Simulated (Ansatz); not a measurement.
**CH8AlSbSi: small, medium and large basis sets**

Aim: see how fast density functionals converge with the basis set for CH8AlSbSi.

Program: Ansatz 0.2.0, Gaussian basis. Level of theory: one geometry, several basis sets. These are calculated values, not measurements.

The runs, in order: PBE0-D4/def2-SVP; ωB97M-V/def2-SVP; PBE0-D4/def2-QZVPP; ωB97M-V/def2-QZVPP; the functionals' def2-TZVPP values are taken from earlier runs.

**1. The relaxed structure**

An earlier PBE0-D4 in a triple-zeta def2 set relaxation fixed the geometry. Sb takes the def2 core potential; no spin-orbit term is included.

SMILES `[CH3][AlH][SiH2][SbH2]`, 12 atoms, charge 0, spin multiplicity 1.

Atoms are counted from 1 here; the program's logs count them from 0.

Bond lengths: C1–Al2 1.955 Å, C1–H5 1.093 Å, C1–H6 1.093 Å, C1–H7 1.095 Å, Al2–Si3 2.413 Å, Al2–H8 1.590 Å, Si3–Sb4 2.624 Å, Si3–H9 1.488 Å, Si3–H10 1.487 Å, Sb4–H11 1.763 Å, Sb4–H12 1.709 Å. Angles: Al2–C1–H5 111.7°, Al2–C1–H6 111.9°, Al2–C1–H7 109.9°, H5–C1–H6 108.3°, H5–C1–H7 107.4°, H6–C1–H7 107.5°, C1–Al2–Si3 119.9°, C1–Al2–H8 124.9°, Si3–Al2–H8 115.0°, Al2–Si3–Sb4 77.6°, Al2–Si3–H9 123.9°, Al2–Si3–H10 124.4°, Sb4–Si3–H9 105.4°, Sb4–Si3–H10 104.7°, H9–Si3–H10 109.3°, Si3–Sb4–H11 87.6°, Si3–Sb4–H12 90.4°, H11–Sb4–H12 89.0°.

**2. PBE0-D4 in def2-SVP**

in.yaml reads:

```yaml
crystal:
  periodic: [false, false, false]
  atoms:
    - {symbol: C, position_ang: [-0.966244, 1.728616, 0.178395]}
    - {symbol: Al, position_ang: [-0.869716, -0.081554, -0.554803]}
    - {symbol: Si, position_ang: [1.271053, -1.037063, -1.125957]}
    - {symbol: Sb, position_ang: [0.921257, -1.868300, 1.337744]}
    - {symbol: H, position_ang: [-1.745708, 1.815273, 0.939663]}
    - {symbol: H, position_ang: [-0.017659, 2.039874, 0.622206]}
    - {symbol: H, position_ang: [-1.205884, 2.441192, -0.617967]}
    - {symbol: H, position_ang: [-2.127200, -0.985351, -0.915215]}
    - {symbol: H, position_ang: [1.438323, -2.271637, -1.938690]}
    - {symbol: H, position_ang: [2.558827, -0.293374, -1.092925]}
    - {symbol: H, position_ang: [-0.692647, -1.162777, 1.266491]}
    - {symbol: H, position_ang: [1.512698, -0.380000, 1.935157]}
basis:
  gaussian: {orbitals: def2-SVP}
hamiltonian: {xc: pbe0, dispersion: d4}
output: {orbitals: {seedname: orbitals}}
```

On the command line:

```console
$ ansatz run in.yaml --threads 4 --pin off --events-out ev --progress --plain --max-ram 10444MiB
```

Further steps of the session: ωB97M-V in def2-SVP; PBE0-D4 in def2-QZVPP; ωB97M-V in def2-QZVPP.

Q: Predict the results of all the runs planned. Wanted: PBE0-D4: double and triple zeta above quadruple; ωB97M-V: double and triple zeta above quadruple.

As calculated:

| quantity | value |
| --- | --- |
| PBE0-D4: double and triple zeta above quadruple | 7.12, 0.58 eV |
| ωB97M-V: double and triple zeta above quadruple | 7.25, 0.57 eV |

In words: For PBE0-D4 the step from double to triple zeta gains 6.54 eV and the next only 0.58 eV. Total energies overstate the basis error of differences, where much of it tends to cancel.
